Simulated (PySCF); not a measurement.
# GeH2SCl (SMILES [SH][GeH][Cl]): a chain of runs, part 2 of 3

PySCF 2.14.0. The steps go on from the part before.

## 4. A single-point energy at NEVPT2(7,7)/def2-mTZVP (density fitting with def2-universal-jkfit) (run 3)

job.py reads:

```python
import numpy
from pyscf import gto, scf, mp, mcscf, mrpt

molecule = gto.M(
    atom='''
S     -1.452817     0.551776     0.195818
Ge     0.479318    -0.541022     0.343671
Cl     1.842637     0.070277    -1.253523
H     -1.772747     0.132877    -1.022284
H      1.119932    -0.111549     1.670906
''',
    basis='def2-mtzvp',
    spin=1,
    charge=0,
    verbose=4,
    max_memory=1860,
)

hf = scf.ROHF(molecule)
hf = hf.density_fit(auxbasis='def2-universal-jkfit')
hf.max_cycle = 100
hf = hf.newton()
hf.kernel()

pt = mp.MP2(scf.addons.convert_to_uhf(hf)).run()
noons, natorbs = mcscf.addons.make_natural_orbitals(pt)
print('natural occupations', numpy.round(noons[:40], 4))
cas = mcscf.CASSCF(hf, 7, 7)
cas.fix_spin_(ss=0.75)
cas.natorb = True
cas.kernel(natorbs)
e_pt2 = mrpt.NEVPT(cas).kernel()
e_tot = cas.e_tot + e_pt2
print('E = %.10f Eh' % e_tot)
```

Command:

```sh
$ OMP_NUM_THREADS=1 python job.py
```

The log of the run:

```text
PySCF version 2.14.0

[INPUT] num. atoms = 5
[INPUT] num. electrons = 67
[INPUT] charge = 0
[INPUT] spin (= nelec alpha-beta = 2S) = 1
[INPUT] symmetry False subgroup None
[INPUT] Mole.unit = angstrom
[INPUT] Symbol           X                Y                Z      unit          X                Y                Z       unit  Magmom
[INPUT]  1 S     -1.452817000000   0.551776000000   0.195818000000 AA   -2.745426239112   1.042705522108   0.370042390260 Bohr   0.0
[INPUT]  2 Ge     0.479318000000  -0.541022000000   0.343671000000 AA    0.905779746574  -1.022383407364   0.649444066955 Bohr   0.0
[INPUT]  3 Cl     1.842637000000   0.070277000000  -1.253523000000 AA    3.482079276990   0.132804282856  -2.368815160843 Bohr   0.0
[INPUT]  4 H     -1.772747000000   0.132877000000  -1.022284000000 AA   -3.350006318144   0.251101138254  -1.931836781525 Bohr   0.0
[INPUT]  5 H      1.119932000000  -0.111549000000   1.670906000000 AA    2.116364758136  -0.210797059469   3.157554719893 Bohr   0.0

nuclear repulsion = 325.062099058371
number of shells = 40
number of NR pGTOs = 190
number of NR cGTOs = 86
basis = def2-mtzvp
ecp = {}

******** <class 'pyscf.soscf.newton_ah.SecondOrderDFROHF'> ********
method = SecondOrderDFROHF
initial guess = minao
damping factor = 0
level_shift factor = 0
DIIS = <class 'pyscf.scf.diis.CDIIS'>
diis_start_cycle = 1
diis_space = 8
diis_damp = 0
SCF conv_tol = 1e-09
SCF conv_tol_grad = None
SCF max_cycles = 100
direct_scf = False
num. doubly occ = 33  num. singly occ = 1
******** <class 'pyscf.df.df_jk.DFROHF'> Newton solver flags ********
SCF tol = 1e-09
conv_tol_grad = None
max. SCF cycles = 100
direct_scf = False
max_cycle_inner = 12
max_stepsize = 0.05
ah_start_tol = 1e+09
ah_level_shift = 0
ah_conv_tol = 1e-12
ah_lindep = 1e-14
ah_start_cycle = 1
ah_max_cycle = 40
ah_grad_trust_region = 2.5
kf_interval = 4
kf_trust_region = 5
canonicalization = True
Set conv_tol_grad to 3.16228e-05
******** <class 'pyscf.df.df.DF'> ********
auxbasis = def2-universal-jkfit
  HOMO = -0.135821695561845  LUMO = 0.0634208135087309  gap/eV = 5.42166
Initial guess E= -2933.53790043738  |g|= 0.467246
macro= 0  E= -2933.60827628641  delta_E= -0.0703758  |g|= 0.00781272  4 KF 14 JK
macro= 1  E= -2933.6082836233  delta_E= -7.33689e-06  |g|= 1.30014e-05  3 KF 11 JK
macro= 2  E= -2933.60828362331  delta_E= -2.72848e-12  |g|= 3.43385e-06  1 KF 2 JK
Canonicalize SCF orbitals
macro X = 3  E=-2933.60828362331  |g|= 3.43385e-06  total 9 KF 31 JK
converged SCF energy = -2933.60828362331

******** <class 'pyscf.mp.dfump2.DFUMP2'> ********
nocc = (np.int64(34), np.int64(33)), nmo = (86, 86)
E(DFUMP2) = -2934.26172516675  E_corr = -0.653441543443745
E(SCS-DFUMP2) = -2934.22440291354  E_corr = -0.616119290231044
E_corr(same-spin) = -0.193858340655519
E_corr(oppo-spin) = -0.459583202788226
natural occupations [2.     2.     2.     2.     2.     2.     2.     1.9997 1.9996 1.9995
 1.9995 1.9994 1.9993 1.9993 1.9992 1.998  1.9969 1.9968 1.9967 1.9924
 1.9923 1.9923 1.9922 1.9922 1.9871 1.9839 1.9766 1.9663 1.9657 1.9655
 1.9624 1.9603 1.9542 0.9971 0.0313 0.0256 0.0216 0.0195 0.0162 0.0154]

******** <class 'pyscf.mcscf.df.DFCASSCF'> ********
CAS (4e+3e, 7o), ncore = 30, nvir = 49
max_cycle_macro = 50
max_cycle_micro = 4
conv_tol = 1e-07
conv_tol_grad = None
orbital rotation max_stepsize = 0.02
orbital rotation threshold for CI restart = 0.01
augmented hessian ah_max_cycle = 30
augmented hessian ah_conv_tol = 1e-12
augmented hessian ah_linear dependence = 1e-14
augmented hessian ah_level shift = 1e-08
augmented hessian ah_start_tol = 2.5
augmented hessian ah_start_cycle = 3
augmented hessian ah_grad_trust_region = 3
kf_trust_region = 3
kf_interval = 4
ci_response_space = 4
ci_grad_trust_region = 3
with_dep4 0
natorb = True
canonicalization = True
sorting_mo_energy = False
ao2mo_level = 2
internal_rotation = False
******** <class 'pyscf.fci.addons.SpinPenaltyFCISolver'> ********
max. cycles = 50
conv_tol = 1e-08
davidson only = True
linear dependence = 1e-12
level shift = 0.001
max iter space = 12
nroots = 1
pspace_size = 400
spin = None
DFCASCI/DFCASSCF: density fitting for JK matrix and 2e integral transformation
CASCI E = -2933.62840742261  S^2 = 0.7500000
Set conv_tol_grad to 0.000316228
macro iter   1 ( 21 JK    4 micro), CASSCF E = -2933.63819214591  dE = -9.78472330e-03  S^2 = 0.7500000
               |grad[o]|=0.0319  |grad[c]|=0.0195  |ddm|=0.0279  |maxRot[o]|=0.292
macro iter   2 ( 21 JK    4 micro), CASSCF E = -2933.64317117783  dE = -4.97903192e-03  S^2 = 0.7500000
               |grad[o]|=0.0166  |grad[c]|=0.022  |ddm|=0.0179  |maxRot[o]|=0.289
macro iter   3 ( 21 JK    4 micro), CASSCF E = -2933.64529088340  dE = -2.11970557e-03  S^2 = 0.7500000
               |grad[o]|=0.00877  |grad[c]|=0.0121  |ddm|=0.0123  |maxRot[o]|=0.206
macro iter   4 ( 21 JK    4 micro), CASSCF E = -2933.64590241364  dE = -6.11530240e-04  S^2 = 0.7500000
               |grad[o]|=0.00615  |grad[c]|=0.0117  |ddm|=0.00514  |maxRot[o]|=0.105
macro iter   5 ( 21 JK    4 micro), CASSCF E = -2933.64609732037  dE = -1.94906725e-04  S^2 = 0.7500000
               |grad[o]|=0.00404  |grad[c]|=0.00934  |ddm|=0.00352  |maxRot[o]|=0.0697
macro iter   6 ( 21 JK    4 micro), CASSCF E = -2933.64616131546  dE = -6.39950890e-05  S^2 = 0.7500000
               |grad[o]|=0.00354  |grad[c]|=0.00945  |ddm|=0.003  |maxRot[o]|=0.0448
macro iter   7 ( 21 JK    4 micro), CASSCF E = -2933.64617756636  dE = -1.62509068e-05  S^2 = 0.7500000
               |grad[o]|=0.00345  |grad[c]|=0.00987  |ddm|=0.00284  |maxRot[o]|=0.0312
macro iter   8 ( 21 JK    4 micro), CASSCF E = -2933.64618026300  dE = -2.69663587e-06  S^2 = 0.7500000
               |grad[o]|=0.00356  |grad[c]|=0.0102  |ddm|=0.0027  |maxRot[o]|=0.0216
macro iter   9 ( 21 JK    4 micro), CASSCF E = -2933.64618269262  dE = -2.42961869e-06  S^2 = 0.7500000
               |grad[o]|=0.00371  |grad[c]|=0.0104  |ddm|=0.00261  |maxRot[o]|=0.0155
macro iter  10 ( 21 JK    4 micro), CASSCF E = -2933.64618709192  dE = -4.39930272e-06  S^2 = 0.7500000
               |grad[o]|=0.00382  |grad[c]|=0.0105  |ddm|=0.00256  |maxRot[o]|=0.0113
macro iter  11 ( 21 JK    4 micro), CASSCF E = -2933.64619290293  dE = -5.81101449e-06  S^2 = 0.7500000
               |grad[o]|=0.0039  |grad[c]|=0.0105  |ddm|=0.00253  |maxRot[o]|=0.00845
macro iter  12 ( 21 JK    4 micro), CASSCF E = -2933.64619869216  dE = -5.78922663e-06  S^2 = 0.7500000
               |grad[o]|=0.00394  |grad[c]|=0.0105  |ddm|=0.0025  |maxRot[o]|=0.00639
macro iter  13 ( 21 JK    4 micro), CASSCF E = -2933.64620407340  dE = -5.38123504e-06  S^2 = 0.7500000
               |grad[o]|=0.00395  |grad[c]|=0.0105  |ddm|=0.00248  |maxRot[o]|=0.0049
macro iter  14 ( 21 JK    4 micro), CASSCF E = -2933.64620884235  dE = -4.76895366e-06  S^2 = 0.7500000
               |grad[o]|=0.00395  |grad[c]|=0.0105  |ddm|=0.00246  |maxRot[o]|=0.00382
macro iter  15 ( 21 JK    4 micro), CASSCF E = -2933.64621305118  dE = -4.20883362e-06  S^2 = 0.7500000
               |grad[o]|=0.00394  |grad[c]|=0.0104  |ddm|=0.00244  |maxRot[o]|=0.003
macro iter  16 ( 21 JK    4 micro), CASSCF E = -2933.64621678004  dE = -3.72885734e-06  S^2 = 0.7500000
               |grad[o]|=0.00394  |grad[c]|=0.0104  |ddm|=0.00243  |maxRot[o]|=0.0024
macro iter  17 ( 21 JK    4 micro), CASSCF E = -2933.64622014225  dE = -3.36220864e-06  S^2 = 0.7500000
               |grad[o]|=0.00393  |grad[c]|=0.0103  |ddm|=0.00241  |maxRot[o]|=0.00194
macro iter  18 ( 21 JK    4 micro), CASSCF E = -2933.64622317441  dE = -3.03215757e-06  S^2 = 0.7500000
               |grad[o]|=0.00392  |grad[c]|=0.0103  |ddm|=0.0024  |maxRot[o]|=0.00159
macro iter  19 ( 21 JK    4 micro), CASSCF E = -2933.64622594240  dE = -2.76799483e-06  S^2 = 0.7500000
               |grad[o]|=0.00391  |grad[c]|=0.0103  |ddm|=0.00239  |maxRot[o]|=0.00132
macro iter  20 ( 21 JK    4 micro), CASSCF E = -2933.64622848332  dE = -2.54092265e-06  S^2 = 0.7500000
               |grad[o]|=0.0039  |grad[c]|=0.0102  |ddm|=0.00238  |maxRot[o]|=0.00113
macro iter  21 ( 21 JK    4 micro), CASSCF E = -2933.64623082206  dE = -2.33873425e-06  S^2 = 0.7500000
               |grad[o]|=0.00389  |grad[c]|=0.0102  |ddm|=0.00237  |maxRot[o]|=0.00108
macro iter  22 ( 21 JK    4 micro), CASSCF E = -2933.64623299007  dE = -2.16801345e-06  S^2 = 0.7500000
               |grad[o]|=0.00388  |grad[c]|=0.0102  |ddm|=0.00237  |maxRot[o]|=0.00103
macro iter  23 ( 21 JK    4 micro), CASSCF E = -2933.64623500869  dE = -2.01861712e-06  S^2 = 0.7500000
               |grad[o]|=0.00388  |grad[c]|=0.0102  |ddm|=0.00236  |maxRot[o]|=0.000979
macro iter  24 ( 21 JK    4 micro), CASSCF E = -2933.64623689078  dE = -1.88208924e-06  S^2 = 0.7500000
               |grad[o]|=0.00387  |grad[c]|=0.0101  |ddm|=0.00235  |maxRot[o]|=0.000934
macro iter  25 ( 21 JK    4 micro), CASSCF E = -2933.64623865111  dE = -1.76033518e-06  S^2 = 0.7500000
               |grad[o]|=0.00386  |grad[c]|=0.0101  |ddm|=0.00234  |maxRot[o]|=0.00089
macro iter  26 ( 21 JK    4 micro), CASSCF E = -2933.64624029964  dE = -1.64852918e-06  S^2 = 0.7500000
               |grad[o]|=0.00386  |grad[c]|=0.0101  |ddm|=0.00234  |maxRot[o]|=0.000848
macro iter  27 ( 21 JK    4 micro), CASSCF E = -2933.64624184371  dE = -1.54407144e-06  S^2 = 0.7500000
               |grad[o]|=0.00385  |grad[c]|=0.0101  |ddm|=0.00233  |maxRot[o]|=0.000808
macro iter  28 ( 21 JK    4 micro), CASSCF E = -2933.64624329421  dE = -1.45049626e-06  S^2 = 0.7500000
               |grad[o]|=0.00384  |grad[c]|=0.0101  |ddm|=0.00232  |maxRot[o]|=0.00077
macro iter  29 ( 21 JK    4 micro), CASSCF E = -2933.64624465749  dE = -1.36328072e-06  S^2 = 0.7500000
               |grad[o]|=0.00384  |grad[c]|= 0.01  |ddm|=0.00232  |maxRot[o]|=0.000733
macro iter  30 ( 21 JK    4 micro), CASSCF E = -2933.64624594101  dE = -1.28352167e-06  S^2 = 0.7500000
               |grad[o]|=0.00383  |grad[c]|= 0.01  |ddm|=0.00231  |maxRot[o]|=0.000698
macro iter  31 ( 21 JK    4 micro), CASSCF E = -2933.64624714677  dE = -1.20575396e-06  S^2 = 0.7500000
               |grad[o]|=0.00383  |grad[c]|= 0.01  |ddm|=0.00231  |maxRot[o]|=0.000665
macro iter  32 ( 21 JK    4 micro), CASSCF E = -2933.64624828178  dE = -1.13500892e-06  S^2 = 0.7500000
               |grad[o]|=0.00382  |grad[c]|=0.00998  |ddm|=0.0023  |maxRot[o]|=0.000633
macro iter  33 ( 21 JK    4 micro), CASSCF E = -2933.64624935159  dE = -1.06981270e-06  S^2 = 0.7500000
               |grad[o]|=0.00382  |grad[c]|=0.00997  |ddm|=0.0023  |maxRot[o]|=0.000603
macro iter  34 ( 21 JK    4 micro), CASSCF E = -2933.64625035912  dE = -1.00752732e-06  S^2 = 0.7500000
               |grad[o]|=0.00382  |grad[c]|=0.00996  |ddm|=0.0023  |maxRot[o]|=0.000574
macro iter  35 ( 21 JK    4 micro), CASSCF E = -2933.64625131066  dE = -9.51543370e-07  S^2 = 0.7500000
               |grad[o]|=0.00381  |grad[c]|=0.00994  |ddm|=0.00229  |maxRot[o]|=0.000546
macro iter  36 ( 21 JK    4 micro), CASSCF E = -2933.64625220316  dE = -8.92501248e-07  S^2 = 0.7500000
               |grad[o]|=0.00381  |grad[c]|=0.00993  |ddm|=0.00229  |maxRot[o]|=0.00052
macro iter  37 ( 21 JK    4 micro), CASSCF E = -2933.64625304795  dE = -8.44787792e-07  S^2 = 0.7500000
               |grad[o]|=0.0038  |grad[c]|=0.00992  |ddm|=0.00229  |maxRot[o]|=0.000494
macro iter  38 ( 21 JK    4 micro), CASSCF E = -2933.64625384389  dE = -7.95937012e-07  S^2 = 0.7500000
               |grad[o]|=0.0038  |grad[c]|=0.00991  |ddm|=0.00228  |maxRot[o]|=0.00047
macro iter  39 ( 21 JK    4 micro), CASSCF E = -2933.64625459655  dE = -7.52660981e-07  S^2 = 0.7500000
               |grad[o]|=0.0038  |grad[c]|=0.0099  |ddm|=0.00228  |maxRot[o]|=0.000447
macro iter  40 ( 21 JK    4 micro), CASSCF E = -2933.64625530581  dE = -7.09264896e-07  S^2 = 0.7500000
               |grad[o]|=0.0038  |grad[c]|=0.00989  |ddm|=0.00228  |maxRot[o]|=0.000426
macro iter  41 ( 21 JK    4 micro), CASSCF E = -2933.64625597627  dE = -6.70460850e-07  S^2 = 0.7500000
               |grad[o]|=0.00379  |grad[c]|=0.00988  |ddm|=0.00227  |maxRot[o]|=0.000405
macro iter  42 ( 21 JK    4 micro), CASSCF E = -2933.64625660916  dE = -6.32886895e-07  S^2 = 0.7500000
               |grad[o]|=0.00379  |grad[c]|=0.00987  |ddm|=0.00227  |maxRot[o]|=0.000385
macro iter  43 ( 21 JK    4 micro), CASSCF E = -2933.64625720672  dE = -5.97557573e-07  S^2 = 0.7500000
               |grad[o]|=0.00379  |grad[c]|=0.00986  |ddm|=0.00227  |maxRot[o]|=0.000366
macro iter  44 ( 21 JK    4 micro), CASSCF E = -2933.64625777372  dE = -5.67001734e-07  S^2 = 0.7500000
               |grad[o]|=0.00379  |grad[c]|=0.00985  |ddm|=0.00227  |maxRot[o]|=0.000348
macro iter  45 ( 21 JK    4 micro), CASSCF E = -2933.64625830450  dE = -5.30778379e-07  S^2 = 0.7500000
               |grad[o]|=0.00378  |grad[c]|=0.00985  |ddm|=0.00227  |maxRot[o]|=0.000331
macro iter  46 ( 21 JK    4 micro), CASSCF E = -2933.64625880738  dE = -5.02886451e-07  S^2 = 0.7500000
               |grad[o]|=0.00378  |grad[c]|=0.00984  |ddm|=0.00226  |maxRot[o]|=0.000314
macro iter  47 ( 21 JK    4 micro), CASSCF E = -2933.64625928527  dE = -4.77891717e-07  S^2 = 0.7500000
               |grad[o]|=0.00378  |grad[c]|=0.00983  |ddm|=0.00226  |maxRot[o]|=0.000299
macro iter  48 ( 21 JK    4 micro), CASSCF E = -2933.64625973683  dE = -4.51551387e-07  S^2 = 0.7500000
               |grad[o]|=0.00378  |grad[c]|=0.00983  |ddm|=0.00226  |maxRot[o]|=0.000284
macro iter  49 ( 21 JK    4 micro), CASSCF E = -2933.64626016370  dE = -4.26870429e-07  S^2 = 0.7500000
               |grad[o]|=0.00378  |grad[c]|=0.00982  |ddm|=0.00226  |maxRot[o]|=0.00027
macro iter  50 ( 11 JK    2 micro), CASSCF E = -2933.64626019615  dE = -3.24575922e-08  S^2 = 0.7500000
               |grad[o]|=0.00377  |grad[c]|=0.0046  |ddm|=0.000318  |maxRot[o]|=0.000139
1-step CASSCF not converged,  50 macro (1040 JK 198 micro) steps
CASSCF canonicalization
Natural occ [1.98581836 1.98353305 1.97481582 1.00241395 0.02436905 0.0177098
 0.01133997]
Natural orbital (expansion on meta-Lowdin AOs) in CAS space
               #1        #2        #3        #4        #5
0 S 1s          -0.00005   0.00006  -0.00011  -0.00004  -0.00007
0 S 2s          -0.00017  -0.00115   0.00604  -0.00010  -0.00039
0 S 3s           0.06263  -0.08842   0.33605  -0.01320   0.11984
0 S 4s          -0.00102  -0.00240   0.01043  -0.01215   0.15020
0 S 5s           0.00071  -0.00020  -0.00002   0.00063   0.00776
0 S 2px         -0.00169   0.00021  -0.00011   0.00088   0.00196
0 S 2py         -0.00535   0.00132  -0.00137  -0.00145  -0.00060
0 S 2pz          0.00205  -0.00037  -0.00073   0.00036   0.00056
0 S 3px         -0.55261   0.05318   0.61190  -0.10367  -0.43879
0 S 3py         -0.68346   0.20420  -0.49926   0.28356   0.10898
[... 72 lines of this table left out ...]
3 H 3s          -0.00199  -0.00000   0.00227   0.00159   0.01482
4 H 1s           0.02737   0.07183  -0.05874  -0.16900  -0.05162
4 H 2s          -0.00496  -0.01117   0.00433  -0.00396  -0.00178
4 H 3s          -0.00338  -0.00888   0.00425   0.01107   0.00391
               #6        #7
0 S 1s           0.00001  -0.00003
0 S 2s           0.00009  -0.00013
0 S 3s          -0.05638   0.02431
0 S 4s          -0.09235  -0.01645
0 S 5s          -0.00613  -0.00148
0 S 2px         -0.00035   0.00005
0 S 2py          0.00045  -0.00001
0 S 2pz         -0.00048  -0.00005
0 S 3px          0.08121  -0.02709
0 S 3py         -0.13966  -0.00886
[... 72 lines of this table left out ...]
3 H 3s          -0.01009  -0.00101
4 H 1s          -0.08584   0.02049
4 H 2s           0.01526  -0.01281
4 H 3s           0.02184   0.00004
<CAS-nat-orb|mo-hf>  31     33      -0.91884241
<CAS-nat-orb|mo-hf>  32     27      -0.49533633
<CAS-nat-orb|mo-hf>  32     28       0.47176196
<CAS-nat-orb|mo-hf>  32     29       0.46882505
<CAS-nat-orb|mo-hf>  32     30      -0.43352050
<CAS-nat-orb|mo-hf>  33     30      -0.68893350
<CAS-nat-orb|mo-hf>  33     32       0.59668995
<CAS-nat-orb|mo-hf>  34     34       0.99930391
<CAS-nat-orb|mo-hf>  35     35       0.63573895
<CAS-nat-orb|mo-hf>  37     42       0.43034560
CASSCF energy = -2933.64626019615
CASCI E = -2933.64626019615  E(CI) = -8.85923002508889  S^2 = 0.7500000

******** <class 'pyscf.mrpt.nevpt2.NEVPT'> ********
NEVPT2 (4e+3e, 7o), ncore = 30, nvir = 49
root = 0
Natural occ [1.98581836 1.98353305 1.97481582 1.00241395 0.02436905 0.0177098
 0.01133997]
Natural orbital (expansion on meta-Lowdin AOs) in CAS space
               #1        #2        #3        #4        #5
0 S 1s          -0.00005   0.00006  -0.00011  -0.00004  -0.00007
0 S 2s          -0.00017  -0.00115   0.00604  -0.00010  -0.00039
0 S 3s           0.06263  -0.08842   0.33605  -0.01320   0.11984
0 S 4s          -0.00102  -0.00240   0.01043  -0.01215   0.15020
0 S 5s           0.00071  -0.00020  -0.00002   0.00063   0.00776
0 S 2px         -0.00169   0.00021  -0.00011   0.00088   0.00196
0 S 2py         -0.00535   0.00132  -0.00137  -0.00145  -0.00060
0 S 2pz          0.00205  -0.00037  -0.00073   0.00036   0.00056
0 S 3px         -0.55261   0.05318   0.61190  -0.10367  -0.43879
0 S 3py         -0.68346   0.20420  -0.49926   0.28356   0.10898
[... 72 lines of this table left out ...]
3 H 3s          -0.00199  -0.00000   0.00227   0.00159   0.01482
4 H 1s           0.02737   0.07183  -0.05874  -0.16900  -0.05162
4 H 2s          -0.00496  -0.01117   0.00433  -0.00396  -0.00178
4 H 3s          -0.00338  -0.00888   0.00425   0.01107   0.00391
               #6        #7
0 S 1s           0.00001  -0.00003
0 S 2s           0.00009  -0.00013
0 S 3s          -0.05638   0.02431
0 S 4s          -0.09235  -0.01645
0 S 5s          -0.00613  -0.00148
0 S 2px         -0.00035   0.00005
0 S 2py          0.00045  -0.00001
0 S 2pz         -0.00048  -0.00005
0 S 3px          0.08121  -0.02709
0 S 3py         -0.13966  -0.00886
[... 72 lines of this table left out ...]
3 H 3s          -0.01009  -0.00101
4 H 1s          -0.08584   0.02049
4 H 2s           0.01526  -0.01281
4 H 3s           0.02184   0.00004
<CAS-nat-orb|mo-hf>  31     33      -0.91884241
<CAS-nat-orb|mo-hf>  32     27      -0.49533633
<CAS-nat-orb|mo-hf>  32     28       0.47176196
<CAS-nat-orb|mo-hf>  32     29       0.46882505
<CAS-nat-orb|mo-hf>  32     30      -0.43352050
<CAS-nat-orb|mo-hf>  33     30      -0.68893350
<CAS-nat-orb|mo-hf>  33     32       0.59668995
<CAS-nat-orb|mo-hf>  34     34       0.99930391
<CAS-nat-orb|mo-hf>  35     35       0.63573895
<CAS-nat-orb|mo-hf>  37     42       0.43034560
Using density fitting integrals for NEVPT2
Sr    (-1)',   E = -0.01271495095085
Si    (+1)',   E = -0.00295937436842
Sijrs (0)  ,   E = -0.38200565295509
Sijr  (+1) ,   E = -0.03769635194915
Srsi  (-1) ,   E = -0.09456775471001
Srs   (-2) ,   E = -0.02930280589711
Sij   (+2) ,   E = -0.00267730142452
Sir   (0)' ,   E = -0.05264673343007
Nevpt2 Energy = -0.614570925685223
E = -2934.2608311218 Eh
```

Run time: 6.5 min. Hardware: 1 thread of Arm Neoverse V1, shared host; peak memory 0.28 GiB.

The iterations ended before the threshold was met.

## 5. The vertical excitations at TDA-SCAN/6-31G (density fitting with def2-universal-jkfit) (run 4)

start.xyz reads:

```xyz
5

S     -1.452817     0.551776     0.195818
Ge     0.479318    -0.541022     0.343671
Cl     1.842637     0.070277    -1.253523
H     -1.772747     0.132877    -1.022284
H      1.119932    -0.111549     1.670906
```

job.py reads:

```python
# [SH][GeH][Cl]
from pyscf import gto, dft, tdscf

system = gto.M(
    atom='start.xyz',
    verbose=3,
    spin=1,
    basis='6-31g',
    charge=0,
    max_memory=1860,
)

mf = dft.UKS(system)
mf.xc = 'scan'
mf = mf.density_fit(auxbasis='def2-universal-jkfit')
mf.kernel()

energy = mf.e_tot
print('E(%s) = %.9f' % ('SCAN', energy))

td = mf.TDA()
td.nstates = 5
td.kernel()
td.analyze()
roots = td.e * 27.211386
osc = td.oscillator_strength()
print('state   eV      nm      f')
for i, (w, f) in enumerate(zip(roots, osc), 1):
    print('%3d %9.4f %8.1f %9.5f' % (i, w, 1239.842 / w, f))
```

Command:

```sh
$ OMP_NUM_THREADS=1 python job.py
```

The log of the run:

```text
WARN: HOMO -0.197639873963625 >= LUMO -0.19763987396364

converged SCF energy = -2936.41310414209  <S^2> = 0.75187801  2S+1 = 2.0018771
E(SCAN) = -2936.413104142
Excitation energies (eV)
[2.78059153 3.52611179 4.05522111 4.58546091 4.74288709]

** Excitation energies and oscillator strengths **
state   eV      nm      f
  1    2.7806    445.9   0.01048
  2    3.5261    351.6   0.01692
  3    4.0552    305.7   0.01173
  4    4.5855    270.4   0.04262
  5    4.7429    261.4   0.02488
```

Wall time 2 min (1 thread of Arm Neoverse V1, shared host); peak memory 0.45 GiB.

The roots found:

```
excited state  energy (eV)  strength
            1        2.781    0.0105
            2        3.526    0.0169
            3        4.055    0.0117
            4        4.585    0.0426
            5        4.743    0.0249
```

(Continued in part 3 of 3.)
